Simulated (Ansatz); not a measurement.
# ScICl2: the cost of one run

Method: DFT PBE, scalar-relativistic, plane waves, PAW, in Ansatz 0.2.0.

## 1. The system as given

Symmetry: P6/mmm, No. 191, hexagonal system. Conventional cell: a = 4.286 Å, b = 4.286 Å, c = 8.834 Å, α = 90.00°, β = 90.00°, γ = 120.00°. Sc (site symmetry 6/mmm) has 2 Cl at 2.67 Å as nearest neighbours. I (site symmetry 6/mmm) is surrounded by 2 Cl at 1.75 Å. Cl (site symmetry 6mm) is surrounded by 1 I at 1.75 Å.

Coordinates:

```
Sc I Cl
1.0
     4.28564    0.00000    0.00000
    -2.14282    3.71147    0.00000
     0.00000    0.00000    8.83419
Sc I Cl
1 1 2
Direct
  0.00000 0.00000 0.50000
  0.00000 0.00000 0.00000
  0.00000 0.00000 0.19770
  0.00000 0.00000 0.80230
```

A structure generator made this guess: random cell by space group and Wyckoff sites (P6/mmm, No. 191). Its size is a rough estimate.

## 2. A first look at the guess

Input file input.yaml:

```yaml
crystal:
  lattice:
    - [4.28563796, 0.0, 0.0]
    - [-2.14281898, 3.71147134, 0.0]
    - [0.0, 0.0, 8.83419407]
  atoms:
    - { symbol: Sc, position: [0.0, 0.0, 0.5] }
    - { symbol: I, position: [0.0, 0.0, 0.0] }
    - { symbol: Cl, position: [0.0, 0.0, 0.19770259] }
    - { symbol: Cl, position: [0.0, 0.0, 0.80229741] }
basis:
  ecutwfc: 420
kpoints:
  mp_grid: { grid: [6, 6, 2] }
hamiltonian:
  xc: pbe
scf:
  occupations: { method: gaussian, width: 0.1 }
  lower_state_search: "off"
output:
  forces: true
  stress: true
  eigenvalues: true
```

The run is started by

```console
$ ansatz run input.yaml --threads 1 --pin off --max-ram 2048MiB --backend cpu --events-out ev --progress --plain --runs-dir out
```

What time and memory should one allow on 1 thread of Arm Neoverse V1, shared host?

About 3.8 s, with a peak of 0.39 GiB.
